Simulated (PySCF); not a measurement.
# BrGeH₄N: geometry, electronic excitations

What electronic excitations should BrGeH₄N (`[NH2][GeH2][Br]`) show?

Computed with PySCF 2.14.0, with density-fitted response routines of our own, on a single molecule in the gas phase. Atoms count from 0, in the outputs and in this text.

### 1 Starting geometry

7 atoms, charge 0, multiplicity 1; geometry from: GFN2-xTB. The atoms were then displaced at random by about 0.01 Å, so the start is not that level's minimum.

Bonds of the start (Å): N0–Ge1 1.77, Ge1–Br2 2.25, N0–H3 1.02, N0–H4 1.02, Ge1–H5 1.50, Ge1–H6 1.52.

### 2 Relaxing the molecule at PBE0-D3(BJ)/def2-SVP

The job: settings as JSON, then the geometry in Å.

```
{"job": {"xc": "PBE0", "basis": "def2-SVP", "d3": "d3bj", "grid": 1, "shake": 0.01, "kind": "geom"}, "charge": 0, "multiplicity": 1}
N     -1.032480     0.359530    -0.212370
Ge     0.560310    -0.371020     0.021440
Br     1.991620     1.368190    -0.072890
H     -1.280230     1.175270     0.356590
H     -1.853600    -0.226790    -0.342090
H      0.810960    -1.271000    -1.149210
H      0.837370    -1.063280     1.348610
```

The run is started by

```console
> OMP_NUM_THREADS=1 python probes_run.py task.json out
```

This one command runs all jobs of the session in turn.

Standard output:

```text
step   0  E = -4707.12426800  max force = 0.031833
step   1  E = -4707.12725653  max force = 0.016924
step   2  E = -4707.12778180  max force = 0.003629
step   3  E = -4707.12784629  max force = 0.001633
step   4  E = -4707.12788959  max force = 0.003571
step   5  E = -4707.12795193  max force = 0.002998
step   6  E = -4707.12801184  max force = 0.000902
step   7  E = -4707.12803565  max force = 0.000379
step   8  E = -4707.12805920  max force = 0.001241
step   9  E = -4707.12810459  max force = 0.001975
step  10  E = -4707.12819417  max force = 0.002050
step  11  E = -4707.12838042  max force = 0.002381
step  12  E = -4707.12850678  max force = 0.002013
step  13  E = -4707.12859587  max force = 0.002794
step  14  E = -4707.12871563  max force = 0.002576
step  15  E = -4707.12798502  max force = 0.007702
step  16  E = -4707.12902756  max force = 0.004498
step  17  E = -4707.12944363  max force = 0.009259
step  18  E = -4707.12368304  max force = 0.032361
step  19  E = -4707.13026582  max force = 0.021300
step  20  E = -4707.13151742  max force = 0.009649
step  21  E = -4707.13256137  max force = 0.004731
step  22  E = -4707.11418339  max force = 0.029454
step  23  E = -4707.12960224  max force = 0.012020
step  24  E = -4707.13259143  max force = 0.003144
step  25  E = -4707.13296048  max force = 0.000804
step  26  E = -4707.13301088  max force = 0.000950
step  27  E = -4707.13304575  max force = 0.000542
step  28  E = -4707.13305019  max force = 0.000215
optimisation converged
```

Wall time 2.1 min (1 thread of Arm Neoverse V1, shared host); peak memory 0.41 GiB.

Step by step: (the energy doesn't fall at every step)

| step | energy from step 0 (eV) | largest force component (eV/Å) |
| --- | --- | --- |
| 0 | 0.0000 | 1.6369 |
| 1 | -0.0813 | 0.8703 |
| 2 | -0.0956 | 0.1866 |
| 3 | -0.0974 | 0.0840 |
| 4 | -0.0985 | 0.1836 |
| 5 | -0.1002 | 0.1542 |
| 6 | -0.1019 | 0.0464 |
| 7 | -0.1025 | 0.0195 |
| 8 | -0.1032 | 0.0638 |
| 9 | -0.1044 | 0.1016 |
| 10 | -0.1068 | 0.1054 |
| 11 | -0.1119 | 0.1224 |
| 12 | -0.1153 | 0.1035 |
| 13 | -0.1178 | 0.1437 |
| 14 | -0.1210 | 0.1325 |
| 15 | -0.1011 | 0.3961 |
| 16 | -0.1295 | 0.2313 |
| 17 | -0.1408 | 0.4761 |
| 18 | 0.0159 | 1.6641 |
| 19 | -0.1632 | 1.0953 |
| 20 | -0.1973 | 0.4962 |
| 21 | -0.2257 | 0.2433 |
| 22 | 0.2744 | 1.5146 |
| 23 | -0.1452 | 0.6181 |
| 24 | -0.2265 | 0.1617 |
| 25 | -0.2365 | 0.0413 |
| 26 | -0.2379 | 0.0489 |
| 27 | -0.2389 | 0.0279 |
| 28 | -0.2390 | 0.0111 |

Close pairs (by a distance rule), those that changed most:

| bond | before (Å) | after (Å) | change (Å) |
| --- | --- | --- | --- |
| Ge1–Br2 | 2.254 | 2.332 | +0.078 |
| N0–Ge1 | 1.768 | 1.816 | +0.048 |
| Ge1–H5 | 1.498 | 1.532 | +0.034 |
| Ge1–H6 | 1.522 | 1.532 | +0.009 |
| N0–H3 | 1.025 | 1.017 | -0.008 |
| N0–H4 | 1.017 | 1.017 | -0.000 |

The end geometry stands in the next job.

| at the end point | value |
| --- | --- |
| point group (found at 0.08 Å tolerance) | Cs |
| rotational constants (GHz, main isotopes) | 12.074, 1.823, 1.633 |
| dipole moment (D) | 1.82 |

### 3 Ultraviolet spectrum: PBE0/aug-cc-pVTZ

The job: settings as JSON, then the geometry in Å.

```
{"job": {"kind": "uv", "xc": "PBE0", "basis": "aug-cc-pVTZ"}, "charge": 0, "multiplicity": 1}
N     -1.177646     0.238226    -0.014469
Ge     0.497619    -0.462381     0.000677
Br     2.166333     1.167229    -0.011693
H     -1.419553     0.791172     0.803842
H     -1.412513     0.768539    -0.849742
H      0.694928    -1.279925    -1.279615
H      0.687763    -1.247230     1.302219
```

Method: TDDFT PBE0/aug-cc-pVTZ, vertical, gas phase, core orbitals frozen in the response.

Standard output:

```text
coarse grid: 29760 points
cycle   1  E = -4707.7990477813  dE = -1.526e+00  |g| = 6.257e-01  |ddm| = 5.620e+00
cycle   2  E = -4707.7465409668  dE =  5.251e-02  |g| = 7.965e-01  |ddm| = 1.744e+00
cycle   3  E = -4707.8554655954  dE = -1.089e-01  |g| = 1.120e-01  |ddm| = 1.021e+00
cycle   4  E = -4707.8579327279  dE = -2.467e-03  |g| = 3.285e-02  |ddm| = 1.880e-01
cycle   5  E = -4707.8581079772  dE = -1.752e-04  |g| = 6.362e-03  |ddm| = 4.371e-02
cycle   6  E = -4707.8581158556  dE = -7.878e-06  |g| = 1.888e-03  |ddm| = 9.791e-03
final grid: 58592 points
cycle   7  E = -4707.8580014645  dE =  4.949e-07  |g| = 2.440e-03  |ddm| = 8.897e-03
cycle   8  E = -4707.8580002541  dE =  1.210e-06  |g| = 3.368e-03  |ddm| = 7.282e-03
cycle   9  E = -4707.8580031481  dE = -2.894e-06  |g| = 3.114e-04  |ddm| = 4.129e-03
cycle  10  E = -4707.8580031679  dE = -1.979e-08  |g| = 6.733e-05  |ddm| = 4.697e-04
cycle  11  E = -4707.8580031687  dE = -8.176e-10  |g| = 6.867e-06  |ddm| = 8.636e-05
converged SCF energy = -4707.8580031687

Static polarisability (au): isotropic 63.759, principal 54.804 58.403 78.071

Singlet excitations
state   eV       nm        f      main configurations
  1   6.1919    200.2   0.02204   H->L+1 0.82, H->L 0.11
  2   6.2640    197.9   0.07138   H->L 0.73, H-2->L 0.12, H->L+1 0.09
  3   6.2992    196.8   0.02286   H-1->L 0.94
  4   6.7116    184.7   0.00122   H-1->L+1 0.95
  5   6.7889    182.6   0.08401   H-2->L 0.65, H-2->L+1 0.18
  6   7.0039    177.0   0.05056   H->L+2 0.79, H-2->L 0.10
  7   7.0978    174.7   0.03415   H-2->L+1 0.71, H->L+2 0.10
  8   7.2287    171.5   0.00922   H-1->L+2 0.96
  9   7.3931    167.7   0.00005   H->L+3 0.94
 10   7.4995    165.3   0.00438   H->L+4 0.86

Triplet excitations (Tamm-Dancoff, eV): 5.5939 5.8397 5.9358 6.1817
```

Wall time 41 s (1 thread of Arm Neoverse V1, shared host); peak memory 0.94 GiB.

The orbitals next to the gap, with their largest atomic shares:

| orbital | eV | atoms |
| --- | --- | --- |
| HOMO−3 | -10.19 | Br2 44 %, Ge1 21 %, N0 13 % |
| HOMO−2 | -8.46 | Br2 61 %, N0 16 %, Ge1 14 % |
| HOMO−1 | -8.13 | Br2 77 %, Ge1 15 % |
| HOMO | -7.84 | N0 42 %, Br2 36 %, Ge1 10 % |
| LUMO | -0.46 | Ge1 37 %, Br2 30 %, H5 12 % |
| LUMO+1 | -0.42 | H4 24 %, H3 24 %, Ge1 22 % |
| LUMO+2 | 0.17 | Ge1 46 %, H6 19 %, H5 19 % |

With each of the 10 states as a Gaussian band of 0.4 eV half-width at 1/e, the curve within the window shown has maxima at 181 nm (ε 6,800) L/(mol cm). Beyond the last state computed it falls off for lack of states. The curve at chosen wavelengths:

```
 nm  ε (L/mol/cm)
159           259
161           486
164          1097
166          1731
169          3008
171          3988
174          5389
176          6113
179          6709
181          6777
184          6546
186          6306
189          6004
191          5879
194          5741
196          5605
199          5216
201          4806
204          4000
206          3392
209          2485
211          1938
214          1258
216           909
219           530
221           358
```

Further results of this job:

| property | computed |
| --- | --- |
| dipole moment (D) | 1.69 |
| polarisability (Å³) | 9.45 |
| HOMO–LUMO gap (eV) | 7.38 |
| −ε(HOMO) (eV) | 7.84 |

### 4 Excited states and response: PBE0/def2-TZVPD

The job, as its differences from that of step 3:

```diff
@@ -1,2 +1,2 @@
-{"job": {"kind": "uv", "xc": "PBE0", "basis": "aug-cc-pVTZ"}, "charge": 0, "multiplicity": 1}
+{"job": {"kind": "uv", "xc": "PBE0", "basis": "def2-TZVPD"}, "charge": 0, "multiplicity": 1}
 N     -1.177646     0.238226    -0.014469
```

Level: TDDFT PBE0/def2-TZVPD, vertical, gas phase, core orbitals frozen in the response.

Standard output:

```text
coarse grid: 29760 points
cycle   1  E = -4707.7046122396  dE = -1.537e+00  |g| = 7.872e-01  |ddm| = 2.207e+00
cycle   2  E = -4707.6397563047  dE =  6.486e-02  |g| = 1.015e+00  |ddm| = 1.061e+00
cycle   3  E = -4707.7710205518  dE = -1.313e-01  |g| = 1.153e-01  |ddm| = 6.598e-01
cycle   4  E = -4707.7734846907  dE = -2.464e-03  |g| = 3.802e-02  |ddm| = 1.002e-01
cycle   5  E = -4707.7737214065  dE = -2.367e-04  |g| = 7.795e-03  |ddm| = 2.546e-02
cycle   6  E = -4707.7737300540  dE = -8.647e-06  |g| = 1.617e-03  |ddm| = 7.053e-03
final grid: 58592 points
cycle   7  E = -4707.7736678537  dE =  3.894e-07  |g| = 2.202e-03  |ddm| = 3.825e-03
cycle   8  E = -4707.7736668494  dE =  1.004e-06  |g| = 3.143e-03  |ddm| = 4.341e-03
cycle   9  E = -4707.7736690689  dE = -2.219e-06  |g| = 2.736e-04  |ddm| = 2.403e-03
cycle  10  E = -4707.7736690839  dE = -1.506e-08  |g| = 5.050e-05  |ddm| = 2.087e-04
cycle  11  E = -4707.7736690844  dE = -4.684e-10  |g| = 7.809e-06  |ddm| = 3.409e-05
converged SCF energy = -4707.7736690844

Static polarisability (au): isotropic 63.503, principal 54.711 58.237 77.560

Singlet excitations
state   eV       nm        f      main configurations
  1   6.2886    197.2   0.03220   H->L 0.77, H-2->L 0.11, H->L+1 0.10
  2   6.3305    195.9   0.02178   H-1->L 0.98
  3   6.3826    194.3   0.05828   H->L+1 0.82
  4   6.8536    180.9   0.11261   H-2->L 0.75, H->L 0.10, H-2->L+1 0.09
  5   6.8789    180.2   0.00071   H-1->L+1 0.98
  6   7.2010    172.2   0.05292   H->L+2 0.82
  7   7.2816    170.3   0.03345   H-2->L+1 0.74, H->L+2 0.12
  8   7.4573    166.3   0.00822   H-1->L+2 0.98
  9   7.7740    159.5   0.00446   H->L+4 0.61, H-2->L+2 0.30
 10   7.8244    158.5   0.00021   H->L+3 0.94

Triplet excitations (Tamm-Dancoff, eV): 5.6220 5.8621 6.0459 6.2168
```

Wall time 23 s (1 thread of Arm Neoverse V1, shared host); peak memory 0.77 GiB.

Key values: HOMO -7.83 eV, LUMO -0.38 eV; lowest singlet 6.29 eV.

### 5 Run by run: electronic excitations

Excitations and ground-state properties, with basis size and wall time:

| run | lowest singlet (eV) | brightest (eV) | f | gap (eV) | α (Å³) | μ (D) | functions | time |
| --- | --- | --- | --- | --- | --- | --- | --- | --- |
| PBE0/aug-cc-pVTZ | 6.19 | 6.79 | 0.084 | 7.38 | 9.45 | 1.69 | 256 | 41 s |
| PBE0/def2-TZVPD | 6.29 | 6.85 | 0.113 | 7.45 | 9.41 | 1.71 | 184 | 23 s |

### 6 Results

| quantity | value |
| --- | --- |
| point group | Cs |
| rotational constants (main isotopes) | 12.07, 1.82, 1.63 GHz |
| lowest singlet (PBE0/aug-cc-pVTZ) | 6.19 eV (200 nm), f = 0.022 |
| brightest single state of those computed | state 5, 6.79 eV, f = 0.084 |
| lowest triplet | 5.59 eV |
| range of the lowest singlet | 6.19 to 6.29 eV |

What this shows: Relaxing lowered the energy by 0.239 eV in 28 steps; the close pair that moved most is Ge1–Br2, from 2.254 to 2.332 Å. No frequency check was run at this level, so the end point may be a saddle. The first singlet state (HOMO→LUMO+1 0.82, HOMO→LUMO 0.11) lies at 6.19 eV and is weak; of the 10 states computed, the strongest absorption comes from state 5 at 6.79 eV. The lowest triplet lies 0.60 eV below the lowest singlet (triplets in Tamm-Dancoff, singlets in full TDDFT). The lowest singlet runs from 6.19 eV (PBE0/aug-cc-pVTZ) to 6.29 eV (PBE0/def2-TZVPD), while the orbital gap spans 7.38 to 7.45 eV. The lowest state need not be the same one in every run.
